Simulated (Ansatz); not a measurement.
# FH₆NSi₂: a ladder of functionals and wavefunction methods

How much do the methods differ for FH₆NSi₂? The plan is to run it at one geometry with functionals of several rungs and with coupled cluster. The yardstick is the atomisation energy at the CCSD(T) limit.

The runs use Ansatz 0.2.0, Gaussian basis; functionals in def2-TZVPP, the program's frozen cores in correlated methods.

Levels to be run: LDA (SPW92), PBE-D4, revPBE-D4, BLYP-D4, r2SCAN-D4, B97M-V, PBE0-D4, B3LYP-D4, r2SCANh-D4, r2SCAN0-D4, HSE06-D4, BHLYP-D4, CAM-B3LYP-D4, LC-ωPBE, ωB97X-V, ωB97M-V, B2PLYP, PBE-QIDH; CCSD(T)/def2-SVP; CCSD(T)/def2-TZVPP; MP2/def2-QZVPP; extrapolation to the limit; RPA on PBE.

## (1) Structure used throughout

All runs share one geometry, relaxed beforehand with PBE0-D4 in a triple-zeta def2 set.

SMILES `N[SiH2][SiH2]F`, 10 atoms, charge 0, spin multiplicity 1.

Atoms are counted from 1 here; the program's logs count them from 0.

Bond lengths: N1–Si2 1.722 Å, N1–H5 1.008 Å, N1–H6 1.008 Å, Si2–Si3 2.346 Å, Si2–H7 1.496 Å, Si2–H8 1.489 Å, Si3–F4 1.612 Å, Si3–H9 1.488 Å, Si3–H10 1.487 Å. Angles: Si2–N1–H5 119.2°, Si2–N1–H6 120.0°, H5–N1–H6 110.7°, N1–Si2–Si3 107.7°, N1–Si2–H7 116.0°, N1–Si2–H8 108.4°, Si3–Si2–H7 108.9°, Si3–Si2–H8 109.2°, H7–Si2–H8 106.5°, Si2–Si3–F4 108.6°, Si2–Si3–H9 112.1°, Si2–Si3–H10 112.3°, F4–Si3–H9 107.7°, F4–Si3–H10 107.1°, H9–Si3–H10 108.8°.

## (2) LDA

This LDA is Slater exchange with PW92 correlation.

Input file in.yaml:

```yaml
crystal:
  periodic: [false, false, false]
  atoms:
    - {symbol: N, position_ang: [-1.188812, 0.128236, -1.309938]}
    - {symbol: Si, position_ang: [-0.574815, -0.698136, 0.070851]}
    - {symbol: Si, position_ang: [1.383205, 0.401840, 0.747712]}
    - {symbol: F, position_ang: [1.056912, 1.970612, 0.928074]}
    - {symbol: H, position_ang: [-1.273924, 1.131927, -1.284558]}
    - {symbol: H, position_ang: [-1.934958, -0.279371, -1.850802]}
    - {symbol: H, position_ang: [-1.503468, -0.799884, 1.239777]}
    - {symbol: H, position_ang: [-0.239871, -2.093627, -0.326958]}
    - {symbol: H, position_ang: [1.889960, -0.106468, 2.050932]}
    - {symbol: H, position_ang: [2.468971, 0.293770, -0.262288]}
basis:
  gaussian: {orbitals: def2-TZVPP}
hamiltonian: {xc: lda}
output: {orbitals: {seedname: orbitals}}
```

Started as:

```
ansatz run in.yaml --threads 2 --pin off --events-out ev --progress --plain --max-ram 4352MiB
```

Further steps of the session: PBE-D4 (GGA); revPBE-D4 (GGA); BLYP-D4 (GGA); r2SCAN-D4 (meta-GGA); B97M-V (meta-GGA); PBE0-D4 (hybrid); B3LYP-D4 (hybrid); r2SCANh-D4 (hybrid); r2SCAN0-D4 (hybrid); HSE06-D4 (hybrid); BHLYP-D4 (hybrid); CAM-B3LYP-D4 (range-separated); LC-ωPBE (range-separated); ωB97X-V (range-separated); ωB97M-V (range-separated); B2PLYP (double hybrid); PBE-QIDH (double hybrid); CCSD(T) in def2-SVP; CCSD(T) in def2-TZVPP; MP2 in def2-QZVPP; RPA on PBE orbitals.

**Question.** What will the summary of the whole plan be? Wanted: atomisation energy, CCSD(T)/CBS; farthest beyond LDA; mean size of error, GGA; mean size of error, meta-GGA; mean size of error, hybrid; mean size of error, range-separated; mean size of error, double hybrid; gap, smallest and largest; T1 diagnostic.

The runs gave:

| quantity | value |
| --- | --- |
| atomisation energy, CCSD(T)/CBS | 785.0 kcal/mol |
| functionals within 3.9 kcal/mol (0.5 %) | PBE-D4, B97M-V, B3LYP-D4, CAM-B3LYP-D4, ωB97X-V, ωB97M-V |
| farthest beyond LDA | BHLYP-D4 (-19.2 kcal/mol) |
| mean size of error, GGA | 9.4 kcal/mol |
| mean size of error, meta-GGA | 3.8 kcal/mol |
| mean size of error, hybrid | 12.5 kcal/mol |
| mean size of error, range-separated | 4.4 kcal/mol |
| mean size of error, double hybrid | 14.1 kcal/mol |
| gap, smallest and largest | 4.39 eV (LDA (SPW92)), 11.68 eV (LC-ωPBE) |
| T1 diagnostic | 0.0114 |
| triples share of the correlation energy | 3.1 % |

What this shows: LDA overbinds by 91.2 kcal/mol (12 %). PBE-D4 misses by -3.2 kcal/mol. Double hybrids carry the basis error of their MP2 part in triple zeta, and no dispersion term here, so their miss is partly the set-up's. By mean error the best rung here is meta-GGA (3.8 kcal/mol) and the worst beyond LDA is double hybrid (14.1 kcal/mol). The gap between the best rungs is small, so their order is not settled. Misses under about 3.9 kcal/mol are within the doubt on the reference itself, which lacks core-valence correlation, relativity and higher excitations. Hartree-Fock recovers 73 % of the binding; the rest is correlation. CCSD(T) in def2-SVP is off by -67.9 kcal/mol, worse than the median functional, from the basis alone. Orbital gaps span 4.4 to 11.7 eV; exact exchange widens them.
